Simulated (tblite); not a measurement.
# C2H9PSi2: the cost of one run

Computed with tblite 0.8.0 and PySCF 2.14.0, with density-fitted response routines of our own, on a single molecule in the gas phase. Atoms are numbered from 0 throughout.

### Step 1. The starting structure

14 atoms, charge -1, multiplicity 2; geometry from: force field or distance geometry start.

Bonds of the start (Å): C0–C1 1.44, C1–Si2 1.83, Si2–Si3 2.32, Si3–P4 2.21, C0–H5 1.07, C0–H6 1.09, C1–H7 1.07, Si2–H8 1.49, Si2–H9 1.48, Si3–H10 1.49, Si3–H11 1.48, P4–H12 1.41, P4–H13 1.42.

### Step 2. Relaxing the molecule with GFN2-xTB

What the job is given:

```
{"job": {"kind": "relax", "xc": "GFN2-xTB", "basis": "xTB"}, "charge": -1, "multiplicity": 2}
C      0.170300    -2.513600    -1.133400
C     -0.583000    -1.407500    -0.595200
Si    -0.206800    -0.710300     1.055600
Si     0.574500     1.462300     0.848200
P     -0.839600     2.740500    -0.277100
H      0.967300    -2.987200    -0.592900
H     -0.115900    -2.902100    -2.108000
H     -1.403000    -0.994400    -1.140900
H     -1.455800    -0.722700     1.866300
H      0.783300    -1.554000     1.758800
H      0.775800     2.076400     2.189900
H      1.864500     1.483000     0.124000
H     -0.601700     2.186000    -1.551700
H      0.034500     3.843000    -0.465800
```

The run is started by

```bash
OMP_NUM_THREADS=1 python probes_run.py task.json out
```

The driver reads the jobs from task.json and runs them one after another.

Q: Estimate the wall time of this first job on 1 thread of Arm Neoverse V2, shared host.

About 1.1 s.
